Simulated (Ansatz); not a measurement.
Task: vertical energies of changing the electron count of ClH₄NSn, SMILES [NH2][SnH2][Cl], with Ansatz 0.2.0, Python API. Give the script and its output. Level of theory (for the species named): PBE, def2-SVPD basis, multiplicity 1, D4 dispersion.

```yaml
atoms:
  - { symbol: N, position_ang: [-1.1507, -0.0069, -0.6797] }
  - { symbol: Sn, position_ang: [0.4697, -0.0118, 0.5096] }
  - { symbol: Cl, position_ang: [0.9696, -2.2429, 1.0145] }
  - { symbol: H, position_ang: [-1.2774, 1.0481, -0.9574] }
  - { symbol: H, position_ang: [-0.9486, -0.4761, -1.5878] }
  - { symbol: H, position_ang: [0.1545, 0.8909, 1.9862] }
  - { symbol: H, position_ang: [1.8441, 0.7307, -0.3311] }
```

`ip_clh4nsn.py`:
```python
# -*- coding: utf-8 -*-
"""Vertical ionisation energy and electron affinity of ClH4NSn."""

import ansatz as az


def total_energy(molecule, charge=0, unpaired=0):
    calc = molecule.calculation().basis(gaussian="def2-SVPD").functional("pbe", dispersion="d4")
    if charge:
        calc = calc.charge(charge)
    if unpaired:
        calc = calc.spin("collinear", total=unpaired)
    report = calc.run(threads=1, pin="off").report
    if report["published_state_doubts"]:
        print("  doubts:", report["published_state_doubts"])
    return report["free_energy_ev"]

geometry_ang = [
    ("N", (-1.1507, -0.0069, -0.6797)),
    ("Sn", (0.4697, -0.0118, 0.5096)),
    ("Cl", (0.9696, -2.2429, 1.0145)),
    ("H", (-1.2774, 1.0481, -0.9574)),
    ("H", (-0.9486, -0.4761, -1.5878)),
    ("H", (0.1545, 0.8909, 1.9862)),
    ("H", (1.8441, 0.7307, -0.3311)),
]
clh4nsn = az.Crystal.molecule()
for symbol, xyz in geometry_ang:
    clh4nsn = clh4nsn.atom(symbol, xyz)

# total-energy differences at one geometry
parent = total_energy(clh4nsn, 0, 0)
cation = total_energy(clh4nsn, 1, 1)
print(f"E(N)   = {parent:.5f} eV")
print(f"E(N-1) = {cation:.5f} eV  (1 unpaired)")
print(f"vertical ionisation energy {cation - parent:.3f} eV")
anion = total_energy(clh4nsn, -1, 1)
print(f"E(N+1) = {anion:.5f} eV  (1 unpaired)")
print(f"vertical electron affinity {parent - anion:.3f} eV" + ("" if anion < parent else " (unbound in this basis)"))
print(f"fundamental gap IP - EA = {cation + anion - 2 * parent:.3f} eV")
```

```console
$ python ip_clh4nsn.py
E(N)   = -19898.03291 eV
E(N-1) = -19888.40441 eV  (1 unpaired)
vertical ionisation energy 9.628 eV
E(N+1) = -19897.66418 eV  (1 unpaired)
vertical electron affinity -0.369 eV (unbound in this basis)
fundamental gap IP - EA = 9.997 eV
```

At this unrelaxed geometry removing an electron costs 9.63 eV and an added one is unbound in this basis (by 0.37 eV).

What to keep in mind:
- Total energies depend on the basis set; only differences at equal settings carry meaning.
- The geometry is a force-field or estimated start, not a minimum of this method, and the basis set is short of its limit. All parts are taken at fixed geometry, without zero-point energy. At an unrelaxed start these energies can be a whole eV from those at the minimum, and a small affinity can change sign.
- def2 sets replace the cores of elements past krypton by effective core potentials.
- A negative electron affinity means that the anion is unbound here; its size hangs on the basis and tends to about zero as the basis grows, and so does its part in any gap built on it.
- The whole script took 25 s on 1 thread of Arm Neoverse V2, on a shared host, peak memory 0.26 GiB.

(A comment or docstring line of the script was reworded after the run, the code is as it ran; lines on the test bed's own set-up are left out of the output.)
